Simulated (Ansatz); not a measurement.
# SnGe3Te4: the cost of one run

Program: Ansatz 0.2.0. Level of theory: DFT PBE, scalar-relativistic, plane waves, PAW. These are calculated values, not measurements.

## Step 1: The system as given

It takes space group I4/mmm (No. 139, tetragonal). Conventional cell: a = 6.122 Å, b = 6.122 Å, c = 12.228 Å, α = 90.00°, β = 90.00°, γ = 90.00°. Sn (site symmetry 4/mmm) is surrounded by 6 Te at 3.06 to 3.14 Å. Around Ge (site symmetry -4m2) lie 6 Te at 3.06 Å. Around Ge (site symmetry 4/mmm) lie 6 Te at 2.97 to 3.06 Å. Te (site symmetry mmm) has 4 Ge at 3.06 Å and 2 Sn at 3.06 Å in its first shell of neighbours. Te (site symmetry 4mm) has 5 Ge at 2.97 to 3.06 Å and 1 Sn at 3.14 Å in its first shell of neighbours.

As a file:

```
Sn Ge Te
1.0
    -3.06099    3.06099    6.11394
     3.06099   -3.06099    6.11394
     3.06099    3.06099   -6.11394
Sn Ge Te
1 3 4
Direct
  0.50000 0.50000 0.00000
  0.25000 0.75000 0.50000
  0.00000 0.00000 0.00000
  0.75000 0.25000 0.50000
  0.00000 0.50000 0.50000
  0.75674 0.75674 0.00000
  0.50000 0.00000 0.50000
  0.24326 0.24326 0.00000
```

The cell was relaxed beforehand at this level, from a generated guess; it needn't be the stable form of this composition. At a tolerance of 0.05 Å it has space group I4/mmm (No. 139); it has 28.64 Å³/atom, an uncorrected energy of -0.11 eV/atom over the elements.

## Step 2: Static run: bands, density of states and charges

File input.yaml:

```yaml
crystal:
  lattice:
    - [-3.060988, 3.060988, 6.113939]
    - [3.060988, -3.060988, 6.113939]
    - [3.060988, 3.060988, -6.113939]
  atoms:
    - { symbol: Sn, position: [0.5, 0.5, 0.0] }
    - { symbol: Ge, position: [0.25, 0.75, 0.5] }
    - { symbol: Ge, position: [0.0, 0.0, 0.0] }
    - { symbol: Ge, position: [0.75, 0.25, 0.5] }
    - { symbol: Te, position: [0.0, 0.5, 0.5] }
    - { symbol: Te, position: [0.75674, 0.75674, 0.0] }
    - { symbol: Te, position: [0.5, 0.0, 0.5] }
    - { symbol: Te, position: [0.24326, 0.24326, 0.0] }
basis:
  ecutwfc: 420
kpoints:
  mp_grid: { grid: [10, 10, 10] }
  band_path:
    path:
      - [[0.0, 0.0, 0.0], [0.0, 0.0, 0.5], [0.25, 0.25, 0.25], [0.0, 0.5, 0.0], [0.0, 0.0, 0.0], [0.5, 0.5, -0.5], [0.31266443, 0.68733557, -0.31266443]]
      - [[-0.31266443, 0.31266443, 0.31266443], [0.0, 0.0, 0.0]]
      - [[0.0, 0.0, 0.5], [-0.12532885, 0.12532885, 0.5]]
      - [[0.5, 0.5, -0.12532885], [0.5, 0.5, -0.5]]
    npoints: 14
hamiltonian:
  xc: pbe
scf:
  occupations: { method: gaussian, width: 0.1 }
  n_extra_bands: 20
output:
  forces: true
  stress: true
  eigenvalues: true
  populations: true
  dos: { projected: true, de: 0.02, nscf_kmesh: { grid: [12, 12, 12] } }
  bader: true
  write_density: true
  write_potential: true
  elf: true
  volumetric_format: npy
```

Run with:

```
$ ansatz run input.yaml --threads 4 --pin off --max-ram 8192MiB --backend cpu --events-out ev --progress --plain --runs-dir out
```

**Question.** How long does this run take on 4 threads of Arm Neoverse V2, shared host, and how much memory does it need?

About 98 s, with a peak of 2.2 GiB.
